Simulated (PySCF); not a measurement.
**A gas-phase reaction: H4OSi + Cl4Ge → Cl3GeH3OSi + ClH**

Aim: the reaction energy of `O[SiH3]` + `[Cl][Ge]([Cl])([Cl])[Cl]` → `[SiH3][O][Ge]([Cl])([Cl])[Cl]` + `Cl`.

Computed with PySCF 2.14.0; each step states its level. No surroundings beyond the atoms listed, unless a continuum is named. Atoms count from 0, parts from 1.

## 1. Starting point

Each species was relaxed by itself at PBE0-D3(BJ)/def2-SVP.

## 2. Reaction energy: wB97M-D3(BJ)/def2-TZVP

The job: settings as JSON, then the geometry in Å.

```
{"job": {"kind": "react", "xc": "wB97M-D3(BJ)", "basis": "def2-TZVP"}, "charge": 0, "multiplicity": 1}
-1 H4OSi charge 0 multiplicity 1
Si    -0.371420     0.011250    -0.077390
O      1.038640    -0.399610     0.707090
H     -0.363560    -0.426050    -1.509660
H     -1.468650    -0.684530     0.646670
H     -0.615520     1.488500    -0.052650
H      1.854160    -0.029280     0.358620

-1 Cl4Ge charge 0 multiplicity 1
Cl     1.470110    -1.530070    -0.120550
Ge     0.000820    -0.000100     0.001080
Cl     0.903530     1.798180     0.683570
Cl    -0.847420     0.317600    -1.920670
Cl    -1.526960    -0.585840     1.356720

+1 Cl3GeH3OSi charge 0 multiplicity 1
Si     1.608560    -0.188040    -0.316770
O      0.238090    -0.163880     0.651260
Ge    -1.453640     0.142960     0.423890
Cl    -1.736160     2.110920    -0.339790
Cl    -2.260600    -1.253950    -0.966340
Cl    -2.414210    -0.060020     2.303100
H      1.703600     1.084790    -1.089370
H      1.540550    -1.339770    -1.261730
H      2.773910    -0.332790     0.595500

+1 ClH charge 0 multiplicity 1
Cl     0.642960     0.000290     0.003510
H     -0.642070     0.001110    -0.003010
```

Level: wB97M-D3(BJ)/def2-TZVP reaction energy of separated species, gas phase.

Run with:

```
$ OMP_NUM_THREADS=1 python cluster_run.py task.json out
```

The driver reads the jobs from task.json and runs them one after another.

What it wrote:

```text
species 1 (H4OSi)
coarse grid: 21480 points
cycle   1  E = -367.1687854190  dE = -9.473e-02  |g| = 6.507e-01  |ddm| = 1.616e+00
cycle   2  E = -367.1518095777  dE =  1.698e-02  |g| = 7.575e-01  |ddm| = 6.450e-01
cycle   3  E = -367.2469329284  dE = -9.512e-02  |g| = 3.265e-02  |ddm| = 3.442e-01
cycle   4  E = -367.2471882716  dE = -2.553e-04  |g| = 8.678e-03  |ddm| = 3.112e-02
cycle   5  E = -367.2472083769  dE = -2.011e-05  |g| = 1.435e-03  |ddm| = 1.011e-02
cycle   6  E = -367.2472091076  dE = -7.307e-07  |g| = 3.417e-04  |ddm| = 2.403e-03
final grid: 44624 points
cycle   7  E = -367.2471791429  dE = -7.056e-08  |g| = 1.254e-04  |ddm| = 8.027e-04
cycle   8  E = -367.2471791490  dE = -6.151e-09  |g| = 5.115e-05  |ddm| = 2.154e-04
cycle   9  E = -367.2471791498  dE = -7.279e-10  |g| = 1.466e-05  |ddm| = 5.841e-05
converged SCF energy = -367.2471791498

species 2 (Cl4Ge)
coarse grid: 32680 points
cycle   1  E = -3918.1084209845  dE =  4.720e-03  |g| = 9.085e-01  |ddm| = 2.098e+00
cycle   2  E = -3918.0875928239  dE =  2.083e-02  |g| = 1.096e+00  |ddm| = 1.226e+00
cycle   3  E = -3918.2523869923  dE = -1.648e-01  |g| = 3.157e-02  |ddm| = 5.914e-01
cycle   4  E = -3918.2527025356  dE = -3.155e-04  |g| = 1.022e-02  |ddm| = 4.266e-02
cycle   5  E = -3918.2527380379  dE = -3.550e-05  |g| = 4.270e-03  |ddm| = 1.300e-02
cycle   6  E = -3918.2527435379  dE = -5.500e-06  |g| = 6.338e-04  |ddm| = 5.102e-03
final grid: 60024 points
cycle   7  E = -3918.2525155530  dE = -3.553e-07  |g| = 3.552e-04  |ddm| = 1.704e-03
cycle   8  E = -3918.2525155900  dE = -3.697e-08  |g| = 3.316e-04  |ddm| = 5.751e-04
cycle   9  E = -3918.2525156131  dE = -2.309e-08  |g| = 6.713e-05  |ddm| = 2.256e-04
cycle  10  E = -3918.2525156154  dE = -2.332e-09  |g| = 3.422e-05  |ddm| = 9.890e-05
cycle  11  E = -3918.2525156158  dE = -3.938e-10  |g| = 5.607e-06  |ddm| = 5.030e-05
converged SCF energy = -3918.2525156158

species 3 (Cl3GeH3OSi)
coarse grid: 45376 points
cycle   1  E = -3824.4362351099  dE = -1.544e-02  |g| = 1.082e+00  |ddm| = 2.515e+00
cycle   2  E = -3824.3861339832  dE =  5.010e-02  |g| = 1.323e+00  |ddm| = 1.242e+00
cycle   3  E = -3824.6262420359  dE = -2.401e-01  |g| = 8.311e-02  |ddm| = 6.328e-01
cycle   4  E = -3824.6273871543  dE = -1.145e-03  |g| = 5.711e-02  |ddm| = 9.005e-02
cycle   5  E = -3824.6279495883  dE = -5.624e-04  |g| = 8.227e-03  |ddm| = 3.147e-02
cycle   6  E = -3824.6279676304  dE = -1.804e-05  |g| = 2.819e-03  |ddm| = 9.694e-03
cycle   7  E = -3824.6279694313  dE = -1.801e-06  |g| = 6.213e-04  |ddm| = 3.256e-03
final grid: 87528 points
cycle   8  E = -3824.6277816356  dE = -2.161e-07  |g| = 4.079e-04  |ddm| = 1.556e-03
cycle   9  E = -3824.6277816521  dE = -1.644e-08  |g| = 4.245e-04  |ddm| = 5.685e-04
cycle  10  E = -3824.6277816843  dE = -3.225e-08  |g| = 6.435e-05  |ddm| = 2.343e-04
cycle  11  E = -3824.6277816856  dE = -1.262e-09  |g| = 2.895e-05  |ddm| = 7.266e-05
cycle  12  E = -3824.6277816860  dE = -4.029e-10  |g| = 1.107e-05  |ddm| = 5.315e-05
converged SCF energy = -3824.6277816860

species 4 (ClH)
coarse grid: 8792 points
cycle   1  E = -460.8485699178  dE = -7.958e-02  |g| = 2.186e-01  |ddm| = 7.689e-01
cycle   2  E = -460.8609847311  dE = -1.241e-02  |g| = 1.368e-01  |ddm| = 2.956e-01
cycle   3  E = -460.8652671693  dE = -4.282e-03  |g| = 1.307e-02  |ddm| = 9.983e-02
cycle   4  E = -460.8653059185  dE = -3.875e-05  |g| = 3.140e-03  |ddm| = 1.037e-02
cycle   5  E = -460.8653112161  dE = -5.298e-06  |g| = 7.173e-04  |ddm| = 4.670e-03
final grid: 17120 points
cycle   6  E = -460.8652802466  dE = -2.145e-07  |g| = 2.926e-04  |ddm| = 8.561e-04
cycle   7  E = -460.8652802702  dE = -2.356e-08  |g| = 1.266e-04  |ddm| = 3.251e-04
cycle   8  E = -460.8652802736  dE = -3.417e-09  |g| = 2.736e-05  |ddm| = 9.151e-05
cycle   9  E = -460.8652802741  dE = -4.539e-10  |g| = 7.440e-07  |ddm| = 5.356e-05
converged SCF energy = -460.8652802741

Reaction energy = 3.622 kcal/mol
```

Wall time 78 s (1 thread of Arm Neoverse N1, shared host); peak memory 0.84 GiB.

Species by species (with the dispersion term, which the log's SCF energies lack):

```tsv
ν	species	energy (Eh)	HOMO (eV)
-1	O[SiH3]	-367.25107	-11.15
-1	[Cl][Ge]([Cl])([Cl])[Cl]	-3918.26041	-11.99
+1	[SiH3][O][Ge]([Cl])([Cl])[Cl]	-3824.63989	-11.69
+1	Cl	-460.86582	-11.82
```

## 3. Energies of the species: PBE0-D3(BJ)/def2-TZVP

The job, as its differences from that of step 2:

```diff
@@ -1,2 +1,2 @@
-{"job": {"kind": "react", "xc": "wB97M-D3(BJ)", "basis": "def2-TZVP"}, "charge": 0, "multiplicity": 1}
+{"job": {"kind": "react", "xc": "PBE0", "basis": "def2-TZVP", "disp": "d3bj"}, "charge": 0, "multiplicity": 1}
 -1 H4OSi charge 0 multiplicity 1
```

Method: PBE0-D3(BJ)/def2-TZVP reaction energy of separated species, gas phase.

What it wrote:

```text
species 1 (H4OSi)
coarse grid: 5192 points
cycle   1  E = -366.9024440925  dE = -3.314e-02  |g| = 6.983e-01  |ddm| = 1.649e+00
cycle   2  E = -366.7356689668  dE =  1.668e-01  |g| = 1.168e+00  |ddm| = 9.779e-01
cycle   3  E = -366.9873249845  dE = -2.517e-01  |g| = 5.079e-02  |ddm| = 6.862e-01
cycle   4  E = -366.9878815827  dE = -5.566e-04  |g| = 9.820e-03  |ddm| = 3.674e-02
cycle   5  E = -366.9878985454  dE = -1.696e-05  |g| = 1.273e-03  |ddm| = 5.891e-03
cycle   6  E = -366.9878989607  dE = -4.153e-07  |g| = 2.902e-04  |ddm| = 1.290e-03
final grid: 44624 points
cycle   7  E = -366.9870713341  dE = -1.232e-05  |g| = 3.436e-03  |ddm| = 6.851e-03
cycle   8  E = -366.9870687401  dE =  2.594e-06  |g| = 5.107e-03  |ddm| = 3.814e-03
cycle   9  E = -366.9870731276  dE = -4.388e-06  |g| = 2.775e-04  |ddm| = 2.479e-03
cycle  10  E = -366.9870731399  dE = -1.230e-08  |g| = 3.744e-05  |ddm| = 1.422e-04
cycle  11  E = -366.9870731401  dE = -1.851e-10  |g| = 4.953e-06  |ddm| = 2.273e-05
converged SCF energy = -366.9870731401

species 2 (Cl4Ge)
coarse grid: 32680 points
cycle   1  E = -3917.0619280181  dE = -8.280e-03  |g| = 8.904e-01  |ddm| = 2.200e+00
cycle   2  E = -3916.9018134909  dE =  1.601e-01  |g| = 1.351e+00  |ddm| = 1.369e+00
cycle   3  E = -3917.1727108663  dE = -2.709e-01  |g| = 9.897e-02  |ddm| = 8.712e-01
cycle   4  E = -3917.1744172316  dE = -1.706e-03  |g| = 3.997e-02  |ddm| = 8.973e-02
cycle   5  E = -3917.1748579369  dE = -4.407e-04  |g| = 3.636e-03  |ddm| = 3.503e-02
cycle   6  E = -3917.1748613476  dE = -3.411e-06  |g| = 1.247e-03  |ddm| = 4.189e-03
final grid: 60024 points
cycle   7  E = -3917.1747961853  dE = -1.701e-07  |g| = 9.282e-04  |ddm| = 1.922e-03
cycle   8  E = -3917.1747962442  dE = -5.891e-08  |g| = 6.774e-04  |ddm| = 1.281e-03
cycle   9  E = -3917.1747963138  dE = -6.963e-08  |g| = 2.909e-05  |ddm| = 5.472e-04
cycle  10  E = -3917.1747963139  dE = -8.913e-11  |g| = 5.024e-06  |ddm| = 1.669e-05
converged SCF energy = -3917.1747963139

species 3 (Cl3GeH3OSi)
coarse grid: 45376 points
cycle   1  E = -3823.3075812416  dE =  9.689e-03  |g| = 1.120e+00  |ddm| = 2.613e+00
cycle   2  E = -3822.9393085374  dE =  3.683e-01  |g| = 1.860e+00  |ddm| = 1.570e+00
cycle   3  E = -3823.4791866580  dE = -5.399e-01  |g| = 2.266e-01  |ddm| = 1.064e+00
cycle   4  E = -3823.4878178077  dE = -8.631e-03  |g| = 8.283e-02  |ddm| = 1.756e-01
cycle   5  E = -3823.4887813715  dE = -9.636e-04  |g| = 2.210e-02  |ddm| = 5.222e-02
cycle   6  E = -3823.4888988824  dE = -1.175e-04  |g| = 4.745e-03  |ddm| = 1.974e-02
cycle   7  E = -3823.4889046495  dE = -5.767e-06  |g| = 1.023e-03  |ddm| = 4.241e-03
final grid: 87528 points
cycle   8  E = -3823.4888691684  dE = -2.531e-08  |g| = 1.058e-03  |ddm| = 1.895e-03
cycle   9  E = -3823.4888690043  dE =  1.641e-07  |g| = 1.295e-03  |ddm| = 1.872e-03
cycle  10  E = -3823.4888694123  dE = -4.080e-07  |g| = 2.462e-04  |ddm| = 1.097e-03
cycle  11  E = -3823.4888694202  dE = -7.940e-09  |g| = 2.248e-05  |ddm| = 1.319e-04
cycle  12  E = -3823.4888694203  dE = -1.000e-10  |g| = 7.356e-06  |ddm| = 1.688e-05
converged SCF energy = -3823.4888694203

species 4 (ClH)
coarse grid: 2248 points
cycle   1  E = -460.6520599005  dE = -4.485e-02  |g| = 1.913e-01  |ddm| = 8.003e-01
cycle   2  E = -460.6551326680  dE = -3.073e-03  |g| = 1.855e-01  |ddm| = 3.546e-01
cycle   3  E = -460.6638822883  dE = -8.750e-03  |g| = 1.442e-02  |ddm| = 1.632e-01
cycle   4  E = -460.6639031596  dE = -2.087e-05  |g| = 2.783e-03  |ddm| = 7.489e-03
cycle   5  E = -460.6639048149  dE = -1.655e-06  |g| = 1.077e-03  |ddm| = 2.587e-03
final grid: 17120 points
cycle   6  E = -460.6643743748  dE = -4.372e-06  |g| = 2.147e-03  |ddm| = 4.636e-03
cycle   7  E = -460.6643744593  dE = -8.452e-08  |g| = 1.707e-03  |ddm| = 2.692e-03
cycle   8  E = -460.6643749901  dE = -5.308e-07  |g| = 1.383e-04  |ddm| = 1.393e-03
cycle   9  E = -460.6643749956  dE = -5.479e-09  |g| = 2.098e-05  |ddm| = 1.112e-04
cycle  10  E = -460.6643749957  dE = -9.760e-11  |g| = 4.487e-06  |ddm| = 1.688e-05
converged SCF energy = -460.6643749957

Reaction energy = 4.710 kcal/mol
```

Wall time 47 s (1 thread of Arm Neoverse N1, shared host); peak memory 0.82 GiB.

Reaction energy at this level: 4.71 kcal/mol.

## 4. Side by side

Energies in kcal/mol, with wall time:

```tsv
run	reaction	time
wB97M-D3(BJ)/def2-TZVP	3.62	78 s
PBE0-D3(BJ)/def2-TZVP	4.71	47 s
```

## 5. What came out

| quantity | value |
| --- | --- |
| reaction energy (wB97M-D3(BJ)/def2-TZVP) | 3.62 kcal/mol |
| ΔH, ΔG at 298 K (xTB thermal terms) | +1.6, +1.4 kcal/mol |
| range of the reaction energy over the runs of this table | 3.62 to 4.71 kcal/mol |

What this shows: The reaction is endothermic by 1.6 kcal/mol in the gas phase; dispersion gives -0.54, and xTB itself gave 9.00 for the electronic energy (xTB energies and thermal terms come from the earlier relaxation of each species, not shown). No barrier was sought. The reaction energy runs from 3.62 (wB97M-D3(BJ)/def2-TZVP) to 4.71 kcal/mol (PBE0-D3(BJ)/def2-TZVP).
